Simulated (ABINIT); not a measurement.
A run of ABINIT 10.8.3 (patched build):

run.abi

```
# Pseudopotentials
pp_dirpath "./"
pseudos "Sn.upf, Se.upf"

# Structure
acell 4.741879 4.741879 4.741879 Angstrom
rprim
     1.0000000000     0.0000000000     0.0000000000
     0.0000000000     1.0000000000     0.0000000000
     0.0000000000     0.0000000000     1.0000000000
ntypat 2
znucl 50 34
natom 4
typat 1 1 1 2
xred
     0.5000000000     0.5000000000     0.0000000000
     0.5000000000     0.0000000000     0.5000000000
     0.0000000000     0.5000000000     0.5000000000
     0.0000000000     0.0000000000     0.0000000000

# Plane-wave basis
ecut 43.0

# k points
kptopt 1
ngkpt 6 6 6
nshiftk 1
shiftk 0.0 0.0 0.0

# Exchange and correlation
ixc -116133

# Bands and occupations
nband 35
occopt 3
tsmear 0.00183747

# SCF cycle
nstep 100
tolvrs 1.0e-10

# Output
iomode 3
prtwf 0
prtden 0
prteig 0
prtebands 0
prtvol 2
```

Potentials or basis: PseudoDojo NC SR PBEsol v0.4.1 standard.

The run is started by

```bash
$ mpirun --bind-to none -np 4 abinit run.abi > log 2>&1
```

Hardware: 4 MPI ranks on Arm Neoverse V1, on a shared host.

Problem. Estimate the wall time of this run.

Solution. Wall time 70 s on 4 MPI ranks on Arm Neoverse V1 (shared host), peak memory 0.48 GiB a rank. Counts: scf iterations 10, mpi ranks 4, k points 20, bands 35, plane waves 9719.
